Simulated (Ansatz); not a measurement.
# BrH3Si, SMILES [SiH3]Br: an active-space calculation

Program: the Ansatz DFT code, driven from Python.

The cells in order, each with its output:

**Cell 1**
```python
import ansatz as az
from ase import Atoms
```

**Cell 2**
```python
BASIS = "def2-SVP"
```

**Cell 3**
```python
atoms = Atoms(["Si", "Br", "H", "H", "H"], positions=[
    (-0.0928, 0.0002, -0.0283),
    (1.8558, -0.7264, 0.5082),
    (-1.0917, -0.1002, 1.1043),
    (-0.5916, -0.719, -1.1969),
    (-0.0298, 1.4717, -0.4287),
])
geometry = az.Crystal.molecule_from_ase(atoms)
```

**Cell 4**
```python
model = (
    geometry.calculation()
    .basis(gaussian=BASIS)
    .correlation(active_electrons=4, active_orbitals=4)
)
for method in [None, "sc_nevpt2", "fic_mrcisd_q"]:
    data = (model if method is None else model.correlation(method)).run().report
    space = data["configurations"]
    state = space["states"][0]
    print(method or "casscf", f"total {data['free_energy_ev'] / 27.211386246:.6f} Ha, active-space state {state['energy']['hartree']:.6f} Ha, mean field {data['reference_energy_ev'] / 27.211386246:.6f} Ha")
    print("  determinants", state["n_determinants"], " natural occupations", [round(n, 3) for n in space["natural_occupations"]])
print("effectively unpaired electrons, sum of min(n, 2 - n):", round(sum(min(n, 2 - n) for n in space["natural_occupations"]), 3))
```
Output:
```text
casscf total -2862.751137 Ha, active-space state -2862.751137 Ha, mean field -2862.722833 Ha
  determinants 36  natural occupations [1.982, 1.977, 0.024, 0.017]
sc_nevpt2 total -2863.056068 Ha, active-space state -2862.751125 Ha, mean field -2862.722833 Ha
  determinants 36  natural occupations [1.982, 1.977, 0.024, 0.017]
fic_mrcisd_q total -2863.084887 Ha, active-space state -2862.751125 Ha, mean field -2862.722833 Ha
  determinants 36  natural occupations [1.982, 1.977, 0.024, 0.017]
effectively unpaired electrons, sum of min(n, 2 - n): 0.083
```

Notes:
- Total energies depend on the basis set; only differences at equal settings carry meaning.
- The geometry is a force-field or estimated start, not a minimum of this method, and the basis set is short of its limit. The active space starts as a window about the frontier orbitals and is then optimised, not chosen by chemistry.
- Wall time of the script: 21 s on 1 thread of Arm Neoverse V1, on a shared host, peak memory 0.22 GiB.
